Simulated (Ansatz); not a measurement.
**SnH3F (SMILES [F][SnH3]) at 6 levels**

Aim: a comparison of 6 runs (HF/STO-3G, HSE06/STO-3G, PBE/STO-3G, UPBE0/STO-3G, UMP2/STO-3G, CCSDT/STO-3G) of SnH3F. 

The results are computed with Ansatz 0.2.0.

64 further runs of the same task are left out: 12 that didn't finish, 52 set aside as unsound or not needed.

## (1) Starting point

SnH3F has 5 atoms, charge 0, and is taken as a singlet. As SMILES, `[F][SnH3]`. The H4–Sn2 distance was set to 2.551 Å, away from the relaxed value. At this shape a bond of the SMILES string is far longer than usual.

Bond lengths: F1–Sn2 1.926 Å, Sn2–H3 1.701 Å, Sn2–H5 1.701 Å. Angles: F1–Sn2–H3 104.7°, F1–Sn2–H5 104.7°, H3–Sn2–H5 113.8°.

## (2) The energy at HF/STO-3G (run 1)

job.yaml

```yaml
crystal:
  periodic: [false, false, false]
  atoms:
    - {symbol: F, position_ang: [-1.394248, 1.498586, 0.685206]}
    - {symbol: Sn, position_ang: [-0.008848, 0.714386, -0.398794]}
    - {symbol: H, position_ang: [-0.637648, 0.725486, -1.978894]}
    - {symbol: H, position_ang: [0.318900, -1.626500, 0.560600]}
    - {symbol: H, position_ang: [1.334852, 1.735486, -0.188794]}
basis:
  gaussian: {orbitals: STO-3G}
hamiltonian: {xc: hf}
accuracy: high
```

On the command line:

```bash
$ ansatz run job.yaml --threads 1 --pin off --max-ram 2610MiB --events-out events.jsonl --progress --plain --runs-dir runs
```

Log:

```text
Warning: RAYON_NUM_THREADS=1 ignored (pool sized by the plan → 1); use --threads N
Functional definition: HF
  name "HF"
  exchange = exact_x
  correlation = 0
637 factors; integrals over basis functions are off by at most 4.8e-9 eV
mean field evaluation 1: about -164978.4994 eV, gradient 1.7e1 eV
mean field evaluation 2: about -164978.5050 eV, gradient 1.7e1 eV
mean field evaluation 4: about -164980.6374 eV, gradient 1.3e0 eV
mean field evaluation 8: about -164980.6478 eV, gradient 9.1e-4 eV
mean field -164980.64778563 eV, -6062.9269782225 hartree, gradient 2.3e-8 eV, S^2 0.000000; 0 other end points of the search recorded, 0 dependent functions left out
reference -164980.64778563 eV, -6062.9269782225 hartree; 31, 31 occupied and 4, 4 virtual orbitals, 637 factors
Total energy: -164980.64778563 eV, -6062.9269782225 hartree
```

Wall time 0.44 s (1 thread of Arm Neoverse V2, shared host).

## (3) The energy at HSE06/STO-3G (run 2)

in.yaml

```yaml
basis:
  gaussian:
    orbitals: STO-3G
crystal:
  periodic: [false, false, false]
  atoms:
    - {symbol: F, position_ang: [-1.394248, 1.498586, 0.685206]}
    - {symbol: Sn, position_ang: [-0.008848, 0.714386, -0.398794]}
    - {symbol: H, position_ang: [-0.637648, 0.725486, -1.978894]}
    - {symbol: H, position_ang: [0.318900, -1.626500, 0.560600]}
    - {symbol: H, position_ang: [1.334852, 1.735486, -0.188794]}
hamiltonian:
  xc: {name: HSE06}
accuracy: high
```

On the command line:

```bash
$ ansatz run in.yaml --threads 1 --pin off --max-ram 2610MiB --events-out events.jsonl --progress --plain --runs-dir runs
```

Log:

```text
Warning: RAYON_NUM_THREADS=1 ignored (pool sized by the plan → 1); use --threads N
Functional definition: HSE06
  name "HSE06"
  parameter a = 0.25
  parameter omega = 0.11/bohr
  exchange = pbe_x - a*pbe_x_sr(omega) + a*exact_x_sr(omega)
  correlation = pbe_c
637 factors; integrals over basis functions are off by at most 4.8e-9 eV
52 factors; integrals over basis functions are off by at most 1.1e-9 eV
mean field evaluation 1: about -165036.4147 eV, gradient 1.8e1 eV
mean field evaluation 2: about -165033.7783 eV, gradient 2.9e1 eV
mean field evaluation 4: about -165038.4287 eV, gradient 7.8e-1 eV
mean field evaluation 8: about -165038.3435 eV, gradient 8.3e-2 eV
mean field evaluation 16: about -165038.3435 eV, gradient 3.9e-8 eV
mean field -165038.34349673 eV, -6065.0472564978 hartree, gradient 1.2e-8 eV, S^2 0.000000; 0 other end points of the search recorded, 0 dependent functions left out
reference -165038.34349850 eV, -6065.0472565627 hartree; 31, 31 occupied and 4, 4 virtual orbitals, 637 factors
Total energy: -165038.34349850 eV, -6065.0472565627 hartree
```

It took 2.1 s on 1 thread of Arm Neoverse V2, shared host; peak memory 0.12 GiB.

Runs 3 to 4 aren't shown in full; the table further down has their settings and results.

## (4) The energy at UMP2/STO-3G (run 5)

job.yaml: that of step 2 with these lines changed.

```diff
@@ -9,4 +9,11 @@
 basis:
-  gaussian: {orbitals: STO-3G}
-hamiltonian: {xc: hf}
+  gaussian:
+    orbitals: STO-3G
+magnetization:
+  spin_polarized: true
+  initial_magnetization: 0
+total_charge: 0
+correlation:
+  method: mp2
+  frozen_orbitals: {F: 1, H: 0, Sn: 18}
 accuracy: high
```

On the command line:

```bash
$ ansatz run job.yaml --threads 1 --pin off --max-ram 2610MiB --events-out events.jsonl --progress --plain --runs-dir runs
```

Log, shortened:

```text
Warning: RAYON_NUM_THREADS=1 ignored (pool sized by the plan → 1); use --threads N
[... 2 set-up lines as earlier in the session ...]
[...]
637 factors; integrals over basis functions are off by at most 4.8e-9 eV
[...]
mean field -164981.29440479 eV, -6062.9507410383 hartree, gradient 3.3e-8 eV, S^2 0.615590; 4 other end points of the search recorded, 0 dependent functions left out
19 core orbitals not correlated: weight in the atoms' cores, before any rotation towards them, 1.000 or more for the frozen orbitals, at most 0.000 for the correlated occupied ones
reference -164981.29440479 eV, -6062.9507410383 hartree; 12, 12 occupied and 4, 4 virtual orbitals, 637 factors
second order -1.33257995 eV of doubles, -0.00000000 eV of singles
Total energy: -164982.62698474 eV, -6062.9997124482 hartree
```

Wall time 1.1 s (1 thread of Arm Neoverse V2, shared host); peak memory 0.11 GiB.

## (5) The energy at CCSDT/STO-3G (run 6)

in.yaml: that of step 3 with these lines changed.

```diff
@@ -1,4 +1 @@
-basis:
-  gaussian:
-    orbitals: STO-3G
 crystal:
@@ -11,4 +8,6 @@
     - {symbol: H, position_ang: [1.334852, 1.735486, -0.188794]}
-hamiltonian:
-  xc: {name: HSE06}
+basis:
+  gaussian: {orbitals: STO-3G}
+scf: {omitted_lower_state_checks: [cluster_reference, increment]}
 accuracy: high
+correlation: {method: ccsdt, frozen_orbitals: {F: 1, H: 0, Sn: 18}}
```

On the command line:

```bash
$ ansatz run in.yaml --threads 1 --pin off --max-ram 2610MiB --events-out events.jsonl --progress --plain --runs-dir runs
```

Log, shortened:

```text
Warning: RAYON_NUM_THREADS=1 ignored (pool sized by the plan → 1); use --threads N
[... 2 set-up lines as earlier in the session ...]
[...]
637 factors; integrals over basis functions are off by at most 4.8e-9 eV
[...]
mean field -164980.64778563 eV, -6062.9269782225 hartree, gradient 2.3e-8 eV, S^2 0.000000; 0 other end points of the search recorded, 0 dependent functions left out; unrestricted orbitals would lower it
19 core orbitals not correlated: weight in the atoms' cores, before any rotation towards them, 1.000 or more for the frozen orbitals, at most 0.000 for the correlated occupied ones
reference -164980.64778563 eV, -6062.9269782225 hartree; 12, 12 occupied and 4, 4 virtual orbitals, 637 factors
second order -2.05907257 eV of doubles, -0.00000000 eV of singles
cycle   1  -2.69328650 eV  change   -6.6e-1 eV  update   1.2e-1
[...]
cycle  30  -3.37247530 eV  change   8.8e-10 eV  update   1.3e-9
WARN: these amplitudes may be one of several solutions (largest doubles amplitude 0.34, level shift 0.19 eV)
Total energy: -164984.02026093 eV, -6063.0509144038 hartree
Checks for a lower state left out: cluster_reference, increment
```

Wall time 0.8 s (1 thread of Arm Neoverse V2, shared host).

## (6) All runs side by side

```tsv
run	level	frozen core orbitals	energy (Eh)	wall time
1	HF/STO-3G	–	-6062.926978	0.44 s
2	HSE06/STO-3G	–	-6065.047257	2.1 s
3	PBE/STO-3G	–	-6064.689506	1.6 s
4	UPBE0/STO-3G	–	-6065.029528	3.6 s
5	UMP2/STO-3G	19	-6062.999712	1.1 s
6	CCSDT/STO-3G	19	-6063.050914	0.8 s
```

## (7) Results

```
                                           quantity           value
                                run 6: total energy  -6063.05091 Eh
run 6: correlation energy (19 core orbitals frozen)      -123.9 mEh
                               run 6: T1 diagnostic           0.012
```

What this shows: Below the HF energy at the same shape and in the same basis (STO-3G): UMP2 -72.7 mEh; CCSDT -123.9 mEh. Some of these start from another determinant than that one, so these aren't their correlation energies. Totals of different functionals can't be ranked against each other. In run 6 the log says that unrestricted orbitals would lower the reference, so the values rest on an unstable closed-shell determinant (other closed-shell runs at this shape may share the fault). In runs 1, 2, 3, 4, 5, 6 the basis is minimal, so the values are rough. In runs 1, 2, 3, 4, 5, 6 relativity is left out where basis or elements ask for it. Spin contamination of the reference: run 5 ⟨S²⟩ = 0.62. Where it is this large, the reference is a mixture of spin states, and values that rest on it are in doubt. All runs together took 9.6 s, the longest 3.6 s.
